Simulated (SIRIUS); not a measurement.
# TiB2: band structure with WC

The system is TiB2.

```
Ti B
1.0
     3.02920    0.00000    0.00000
    -1.51460    2.62336    0.00000
     0.00000    0.00000    3.22840
Ti B
1 2
Direct
  0.00000 0.00000 0.00000
  0.66667 0.33333 0.50000
  0.33333 0.66667 0.50000
```

* Program: SIRIUS 7.12.0
* Task: band structure
* Functional: WC
* Potentials or basis: all-electron FP-LAPW
* Cutoff: 219 eV
* Basis: apw+lo standard
* k mesh: 10 × 10 × 8
* Occupations: fermi-dirac, width 0.05 eV
* Spin: no spin polarisation
* Muffin tin radii: B 1.62, Ti 2.23 bohr
* Basis cutoff (gk_cutoff): 4.01 1/bohr
* Cutoff of density and potential (pw_cutoff): 21 1/bohr
* lmax of the basis: 10
* lmax of density and potential: 8
* Valence relativity: iora
* Core states: B none, Ti 1s2s2p
* Local orbitals (radial functions): B 11, Ti 13
* Reference energy of the basis: 0.41 Ha
* Smallest sphere radius times basis cutoff: 6.5
* Start of the SCF: LDA density

| Property | Result |
| --- | --- |
| Band gap along the path | none (metal or under the smearing width) |
| All electrons inside the program's atomic spheres | Ti 20.17; B 3.69 (radii B 1.62, Ti 2.23 bohr) |

Levels at the corners of the path, in eV from the Fermi level:
```tsv
point	band 7	band 8	band 9	band 10	band 11	band 12	band 13	band 14	band 15	band 16
Γ	-13.40	-2.54	-2.54	-2.23	-2.07	1.96	1.96	3.72	3.72	5.85
M	-9.28	-9.12	-3.18	-3.16	-2.21	1.40	2.81	3.29	3.45	7.51
K	-8.21	-8.21	-7.27	-1.79	-1.79	1.43	1.43	2.06	7.01	7.01
Γ	-13.40	-2.54	-2.54	-2.23	-2.07	1.96	1.96	3.72	3.72	5.85
A	-11.46	-7.53	-0.47	-0.47	-0.12	-0.12	0.49	0.49	1.70	6.64
L	-9.65	-7.45	-4.57	-3.76	-3.05	2.55	2.99	4.55	4.66	5.46
H	-8.47	-8.47	-5.64	-3.08	-3.08	2.58	4.32	4.32	4.57	4.57
A	-11.46	-7.53	-0.47	-0.47	-0.12	-0.12	0.49	0.49	1.70	6.64
```

It took 70 s on 1 thread of Arm Neoverse V2, with other jobs on the host, peak memory 0.52 GiB.
